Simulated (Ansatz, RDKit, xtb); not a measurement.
**C3H13B2NO: which of the isomers drawn lies lowest?**

A sample of isomers of C3H13B2NO is drawn. Aim: find which of them has the lowest free energy at 298.15 K, then its properties. The sample is small against all isomers, and the most stable one of this formula need not be in it.

Plan: many cheap relaxations first (GFN2-xTB), then density-functional screening, relaxation at PBE0-D3(BJ)/def2-SVP, vibrations (at GFN2-xTB) and a final energy. The numbers are computed, not measured.

## (1) Drawing up candidates

Isomers were taken from a list of plausible structures; this is a sample, not all of them. That gives 6 candidates.

| label | SMILES | spin |
| --- | --- | --- |
| c282 | CBCCO[BH2-][NH3+] | singlet |
| c519 | CCBCO[BH2-][NH3+] | singlet |
| c567 | CB(C)CO[BH2-][NH3+] | singlet |
| c866 | CBCO[BH2-][NH2+]C | singlet |
| c937 | BN(C)[BH2-][O+](C)C | singlet |
| c997 | CBCO[B@H-](C)[NH3+] | singlet |

Candidates are built by distance geometry, with a force field where one applies, in up to four conformers (letters a to d).

**Question.** With final energies at CCSD(T)/def2-SVP + MP2/def2-TZVPP - MP2/def2-SVP, which structure will this search put lowest in free energy, and by what margin?

| quantity | value |
| --- | --- |
| lowest structure found | CB(C)CO[BH2-][NH3+], singlet |
| next finalist | CBCO[B@H-](C)[NH3+], singlet, 3.6 kcal/mol higher in G |
| share at equilibrium, among the finalists | 99.8 % |

`CB(C)CO[BH2-][NH3+]` comes out lowest. The margin of 3.6 kcal/mol over the next finalist is beyond the usual error of the last level; it says nothing of structures that weren't ranked. HF/def2-SVP already puts its bonding pattern lowest among the structures in one piece; PBE0-D3(BJ)/def2-SVP and MP2/def2-SVP favour the singlet CBCCO[BH2-][NH3+]. 9 minima inside the window were never screened. The search is not exhaustive (a finite list of starts, one conformer a finalist), so a lower isomer can't be ruled out. Only 6 drawn patterns were tried, so whole families of isomers are missing, and the result ranks this sample alone. The lowest isomer need not be the one that is made and kept in a bottle, which depends on barriers.
